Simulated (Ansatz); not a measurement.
# Al2Cu: the cost of one run

Method: DFT r2SCAN, scalar-relativistic, plane waves, PAW, in Ansatz 0.2.0.

2 further runs of the same task are left out: 2 set aside as unsound or not needed. Runs told in other sessions of the task aren't counted.

**1. The system as given**

It takes space group P4/mmm (No. 123, tetragonal). Conventional cell: a = 4.088 Å, b = 4.088 Å, c = 2.851 Å, α = 90.00°, β = 90.00°, γ = 90.00°. Around Al (site symmetry mmm) lie 4 Cu at 2.49 Å and 6 Al at 2.85 to 2.89 Å. Around Cu (site symmetry 4/mmm) lie 8 Al at 2.49 Å and 2 Cu at 2.85 Å.

As a file:

```
CELL_PARAMETERS angstrom
4.08803 0.00000 0.00000
0.00000 4.08803 2.85133
0.00000 -4.08803 2.85133
ATOMIC_POSITIONS crystal
Al 0.50000 0.75000 0.75000
Al 0.50000 0.25000 0.25000
Al 0.00000 0.50000 0.00000
Al 0.00000 0.00000 0.50000
Cu 0.00000 0.50000 0.50000
Cu 0.00000 0.00000 0.00000
```

It goes back to an entry of the Materials Project, which need not be the stable form.

It is built from the cell relaxed beforehand with the same method (15.88 Å³/atom).

**2. The reference: the undisturbed cell on the scan's mesh**

input.yaml reads:

```yaml
crystal:
  lattice:
    - [4.0880282815, 0.0, 0.0]
    - [0.0, 4.0880282815, 2.8513253939]
    - [0.0, -4.0880282815, 2.8513253939]
  atoms:
    - { symbol: Al, position: [0.5, 0.75, 0.75] }
    - { symbol: Al, position: [0.5, 0.25, 0.25] }
    - { symbol: Al, position: [0.0, 0.5, 0.0] }
    - { symbol: Al, position: [0.0, 0.0, 0.5] }
    - { symbol: Cu, position: [0.0, 0.5, 0.5] }
    - { symbol: Cu, position: [0.0, 0.0, 0.0] }
basis:
  ecutwfc: 500
kpoints:
  mp_grid: { grid: [12, 10, 10] }
hamiltonian:
  xc: r2scan
scf:
  occupations: { method: gaussian, width: 0.15 }
output:
  forces: true
  stress: true
  eigenvalues: true
  write_density: true
  write_potential: true
  elf: true
  volumetric_format: npy
```

On the command line:

```sh
$ ansatz run input.yaml --threads 2 --pin off --max-ram 5120MiB --backend cpu --events-out ev --progress --plain --runs-dir out
```

**Question.** How long does this run take on 2 threads of AMD EPYC 9R45 (Zen 5), shared host, and how much memory does it need?

About 15 s, with a peak of 1 GiB.
